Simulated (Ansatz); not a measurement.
**C3H8BNSi: up Jacob's ladder to CCSD(T)**

The task here is to estimate one member of a computed series from the others.

Computed with Ansatz 0.2.0, Gaussian basis. Level: functionals in def2-TZVPP, the program's frozen cores in correlated methods.

Plan: PBE-D4, r2SCAN-D4, PBE0-D4, B3LYP-D4, ωB97X-V, ωB97M-V, B2PLYP; CCSD(T)/def2-TZVPP; MP2/def2-QZVPP; extrapolation to the limit.

### Structure used throughout

All runs share one geometry, relaxed beforehand with PBE0-D4 in a triple-zeta def2 set.

14 atoms, charge 0, spin multiplicity 1.

Atoms are counted from 1 here; the program's logs count them from 0.

Bond lengths: B1–C2 1.541 Å, B1–H7 1.195 Å, B1–H8 1.197 Å, C2–C3 1.352 Å, C2–N4 1.381 Å, C3–H9 1.081 Å, C3–H10 1.087 Å, N4–C5 1.468 Å, N4–Si6 1.698 Å, C5–Si6 1.845 Å, C5–H11 1.092 Å, C5–H12 1.089 Å, Si6–H13 1.480 Å, Si6–H14 1.482 Å. Angles: C2–B1–H7 118.4°, C2–B1–H8 121.7°, H7–B1–H8 119.9°, B1–C2–C3 117.4°, B1–C2–N4 121.1°, C3–C2–N4 121.5°, C2–C3–H9 119.8°, C2–C3–H10 122.5°, H9–C3–H10 117.7°, C2–N4–C5 128.6°, C2–N4–Si6 149.0°, C5–N4–Si6 70.8°, N4–C5–Si6 60.4°, N4–C5–H11 116.2°, N4–C5–H12 115.9°, Si6–C5–H11 118.4°, Si6–C5–H12 122.6°, H11–C5–H12 112.9° and more.

Set-up of the first run:

Contents of in.yaml:

```yaml
crystal:
  periodic: [false, false, false]
  atoms:
    - {symbol: B, position_ang: [0.774866, -1.865259, 0.415454]}
    - {symbol: C, position_ang: [0.694845, -0.327058, 0.462420]}
    - {symbol: C, position_ang: [1.464563, 0.308931, 1.373558]}
    - {symbol: N, position_ang: [-0.096088, 0.372923, -0.426966]}
    - {symbol: C, position_ang: [-1.241376, -0.107262, -1.209736]}
    - {symbol: Si, position_ang: [-1.148036, 1.671293, -0.729229]}
    - {symbol: H, position_ang: [1.475981, -2.422805, 1.205661]}
    - {symbol: H, position_ang: [0.157801, -2.502657, -0.387524]}
    - {symbol: H, position_ang: [2.095782, -0.264605, 2.037258]}
    - {symbol: H, position_ang: [1.486720, 1.392216, 1.465199]}
    - {symbol: H, position_ang: [-1.949021, -0.751601, -0.683913]}
    - {symbol: H, position_ang: [-1.017192, -0.456281, -2.217156]}
    - {symbol: H, position_ang: [-0.695914, 2.748598, -1.637877]}
    - {symbol: H, position_ang: [-2.015831, 2.174267, 0.361650]}
basis:
  gaussian: {orbitals: def2-TZVPP}
hamiltonian: {xc: pbe, dispersion: d4}
output: {forces: true, orbitals: {seedname: orbitals}}
```

Command:

```console
$ ansatz run in.yaml --threads 4 --pin off --events-out ev --progress --plain --max-ram 10444MiB
```

Among the steps run: PBE-D4 (GGA); r2SCAN-D4 (meta-GGA); PBE0-D4 (hybrid); B3LYP-D4 (hybrid); ωB97X-V (range-separated); ωB97M-V (range-separated); B2PLYP (double hybrid); CCSD(T) in def2-TZVPP; MP2 in def2-QZVPP.

One of the session's tables, all rows but one given; the rest of the session is left out.

```
            method  atomisation energy (kJ/mol)
            PBE-D4                       5424.5
         r2SCAN-D4                       5313.6
           PBE0-D4                       5332.1
          B3LYP-D4                       5316.6
           ωB97X-V                       5310.3
           ωB97M-V                       5313.1
            B2PLYP                       5245.2
     HF/def2-TZVPP                       3852.3
    MP2/def2-TZVPP                       5219.9
   CCSD/def2-TZVPP                       5048.7
CCSD(T)/def2-TZVPP                       5133.6
           MP2/CBS                       5356.5
       CCSD(T)/CBS                            ?
```

Estimate the missing values for CCSD(T)/CBS.

As computed: atomisation energy (kJ/mol): 5270.2. In the column «atomisation energy (kJ/mol)» it lies between B2PLYP (5245.2) and ωB97X-V (5310.3).
